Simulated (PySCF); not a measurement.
# GeSiH3ClO (SMILES Cl[SiH]1[O][GeH2]1) at 6 levels

We compute a comparison of 6 runs (B2PLYP/6-31G*, M06-2X/6-31G*, PBE/6-31G*, PBE0/6-31G*, revPBE/6-31G*, SCS-MP2/6-31G*) of GeSiH3ClO. 

The results are computed with PySCF 2.14.0.

3 further runs of the same task are left out: 3 set aside as unsound or not needed.

## (1) The system as given

GeSiH3ClO: 7 atoms, total charge 0, spin state singlet. SMILES: `Cl[SiH]1[O][GeH2]1`. Geometry: relaxed at PBE0-D4/def2-TZVP.

Bond lengths: Cl1–Si2 2.039 Å, Si2–O3 1.633 Å, Si2–Ge4 2.255 Å, O3–Ge4 1.905 Å, Si2–H5 1.478 Å, Ge4–H6 1.535 Å, Ge4–H7 1.534 Å. Some angles: Cl1–Si2–O3 117.0°, Cl1–Si2–Ge4 122.5°, O3–Si2–Ge4 56.0°, Si2–O3–Ge4 78.8°, Si2–Ge4–O3 45.3°, Cl1–Si2–H5 107.1°, O3–Si2–H5 118.0°, Ge4–Si2–H5 126.8°, Si2–Ge4–H6 124.6°, Si2–Ge4–H7 122.6°.

## (2) A single-point energy at B2PLYP/6-31G(d) (spherical functions) (run 1)

run.py reads:

```python
from pyscf import gto, dft, mp

system = gto.Mole()
system.atom = '''
Cl       0.946700      -2.488800       0.655700
Si      -0.269300      -1.038200      -0.101800
O        0.399800       0.013200      -1.157400
Ge       0.044800       1.152900       0.326900
H       -1.538000      -1.691900      -0.484400
H       -0.900200       2.274100      -0.128200
H        1.377500       1.710600       0.843500
'''
system.max_memory = 1860
system.verbose = 4
system.basis = '6-31g*'
system.spin = 0
system.build()

calc0 = dft.RKS(system)
calc0.xc = '0.53*HF + 0.47*B88, 0.73*LYP'
calc0.grids.level = 5
calc0.conv_tol = 1e-10
calc0.kernel()
if not calc0.converged:
    calc0 = calc0.newton().run(calc0.mo_coeff, calc0.mo_occ)

pt = mp.MP2(calc0, frozen=20).run()
energy = calc0.e_tot + 0.27 * pt.e_corr
print('PT2 part  %.8f' % (0.27 * pt.e_corr))
print('E(%s) = %.9f' % ('B2PLYP', energy))
```

The run is started by

```console
$ OMP_NUM_THREADS=1 python run.py
```

What it wrote:

```text
PySCF version 2.14.0

[... 79 lines left out ...]
converged SCF energy = -2902.51820356517
[... 1 line left out ...]
******** <class 'pyscf.mp.mp2.RMP2'> ********
nocc = 17, nmo = 68
frozen orbitals 20
E(RMP2) = -2903.30039794771  E_corr = -0.782194382539141
E(SCS-RMP2) = -2903.26255223094  E_corr = -0.744348665768191
E_corr(same-spin) = -0.224174530706283
E_corr(oppo-spin) = -0.558019851832858
PT2 part  -0.21119248
E(B2PLYP) = -2902.729396048
```

Wall time 22 s (1 thread of Intel Xeon at 2.70GHz, shared host); peak memory 0.47 GiB.

## (3) The energy at M06-2X/6-31G(d) (spherical functions) (run 2)

calc.py reads:

```python
from pyscf import gto, dft

mol = gto.Mole()
mol.atom = '''
Cl       0.946700      -2.488800       0.655700
Si      -0.269300      -1.038200      -0.101800
O        0.399800       0.013200      -1.157400
Ge       0.044800       1.152900       0.326900
H       -1.538000      -1.691900      -0.484400
H       -0.900200       2.274100      -0.128200
H        1.377500       1.710600       0.843500
'''
mol.verbose = 4
mol.max_memory = 1860
mol.basis = '6-31g*'
mol.spin = 0
mol.build()

mf = dft.RKS(mol)
mf.xc = 'm06-2x'
mf.grids.level = 5
mf.conv_tol = 1e-10
mf.kernel()
if not mf.converged:
    mf = mf.newton().run(mf.mo_coeff, mf.mo_occ)

e_tot = mf.e_tot
print(f'total energy: {e_tot:.8f} hartree')
```

The run is started by

```console
$ OMP_NUM_THREADS=1 python calc.py
```

What it wrote:

```text
PySCF version 2.14.0

[... 78 lines left out ...]
converged SCF energy = -2903.36794817042
total energy: -2903.36794817 hartree
```

Wall time 34 s (1 thread of Intel Xeon at 2.70GHz, shared host); peak memory 0.47 GiB.

## (4) A single-point energy at PBE/6-31G(d) (spherical functions) (run 3)

mol.xyz reads:

```xyz
7
ClGeH3OSi
Cl     0.946700    -2.488800     0.655700
Si    -0.269300    -1.038200    -0.101800
O      0.399800     0.013200    -1.157400
Ge     0.044800     1.152900     0.326900
H     -1.538000    -1.691900    -0.484400
H     -0.900200     2.274100    -0.128200
H      1.377500     1.710600     0.843500
```

job.py reads:

```python
# Cl[SiH]1[O][GeH2]1
from pyscf import gto, dft

molecule = gto.Mole()
molecule.atom = 'mol.xyz'
molecule.basis = '6-31g*'
molecule.verbose = 3
molecule.max_memory = 1860
molecule.build()

mf = dft.RKS(molecule, xc='pbe')
mf.grids.level = 5
mf.conv_tol = 1e-10
mf.kernel()
if not mf.converged:
    mf = mf.newton().run(mf.mo_coeff, mf.mo_occ)

e_tot = mf.e_tot
print('E(%s) = %.9f' % ('PBE', e_tot))
```

The run is started by

```console
$ OMP_NUM_THREADS=1 python job.py
```

What it wrote:

```text
converged SCF energy = -2902.71568586183
E(PBE) = -2902.715685862
```

Wall time 29 s (1 thread of Intel Xeon at 2.70GHz, shared host); peak memory 0.47 GiB.

Runs 4 to 5 aren't shown in full; the table further down has their settings and results.

## (5) A single-point energy at SCS-MP2/6-31G(d) (spherical functions) (run 6)

job.py reads:

```python
# Cl[SiH]1[O][GeH2]1
from pyscf import gto, scf, mp

mol = gto.M(
    atom=[
    ('Cl', (0.946700, -2.488800, 0.655700)),
    ('Si', (-0.269300, -1.038200, -0.101800)),
    ('O', (0.399800, 0.013200, -1.157400)),
    ('Ge', (0.044800, 1.152900, 0.326900)),
    ('H', (-1.538000, -1.691900, -0.484400)),
    ('H', (-0.900200, 2.274100, -0.128200)),
    ('H', (1.377500, 1.710600, 0.843500)),
],
    basis='6-31g*',
    verbose=4,
    max_memory=1860,
)

mf = scf.RHF(mol)
mf.conv_tol = 1e-10
mf.kernel()
if not mf.converged:
    mf = mf.newton().run(mf.mo_coeff, mf.mo_occ)

pt = mp.MP2(mf, frozen=20).run()
etot = mf.e_tot + 1.2 * pt.e_corr_os + pt.e_corr_ss / 3
print(f'total energy: {etot:.8f} hartree')
```

The run is started by

```console
$ OMP_NUM_THREADS=1 python job.py
```

What it wrote:

```text
PySCF version 2.14.0

[... 65 lines left out ...]
converged SCF energy = -2900.12402652896
[... 1 line left out ...]
******** <class 'pyscf.mp.mp2.RMP2'> ********
nocc = 17, nmo = 68
frozen orbitals 20
E(RMP2) = -2900.75963114453  E_corr = -0.63560461556371
E(SCS-RMP2) = -2900.72919698285  E_corr = -0.605170453888848
E_corr(same-spin) = -0.181794328601081
E_corr(oppo-spin) = -0.453810286962628
total energy: -2900.72919698 hartree
```

It took 3.3 s on 1 thread of Intel Xeon at 2.70GHz, shared host; peak memory 0.2 GiB.

## (6) The series

| run | level | frozen core orbitals | integration grid | energy (Eh) | dipole moment (D) of the reference | HOMO energy (eV) | LUMO energy (eV) | wall time |
| --- | --- | --- | --- | --- | --- | --- | --- | --- |
| 1 | B2PLYP/6-31G* (spherical functions) | 20 | 5 | -2902.729396 | 2.53 | -8.08 | -0.14 | 22 s |
| 2 | M06-2X/6-31G* (spherical functions) | – | 5 | -2903.367948 | 2.48 | -8.18 | -0.50 | 34 s |
| 3 | PBE/6-31G* (spherical functions) | – | 5 | -2902.715686 | 1.97 | -6.03 | -2.07 | 29 s |
| 4 | PBE0/6-31G* (spherical functions) | – | 5 | -2902.834703 | 2.28 | -7.17 | -1.30 | 24 s |
| 5 | revPBE/6-31G* (spherical functions) | – | 5 | -2903.118730 | 1.97 | -5.99 | -2.00 | 28 s |
| 6 | SCS-MP2/6-31G* (spherical functions) | 20 | – | -2900.729197 | 2.90 | -9.72 | 1.79 | 3.3 s |

## (7) Summary of results

| quantity | value |
| --- | --- |
| run 6: total energy | -2900.72920 Eh |
| run 6: dipole moment (Hartree–Fock density) | 2.90 D |
| run 6: HOMO energy (Hartree–Fock orbitals) | -9.72 eV |
| run 6: LUMO energy (Hartree–Fock orbitals) | 1.79 eV |
| run 6: HOMO–LUMO gap (Hartree–Fock orbitals) | 11.51 eV |
| run 6: correlation energy (20 core orbitals frozen) | -605.2 mEh |

What this shows: Over runs 1, 2, 3, 4, 5 the dipole moment (its size) runs from 1.97 D (revPBE/6-31G*) to 2.53 D (B2PLYP/6-31G*). A double hybrid's value is that of its SCF part. Over runs 1, 2, 3, 4, 5 the HOMO–LUMO gap runs from 3.97 eV (PBE/6-31G*) to 7.94 eV (B2PLYP/6-31G*). Totals of different functionals can't be ranked against each other. All runs together took 2.3 min, the longest 34 s.
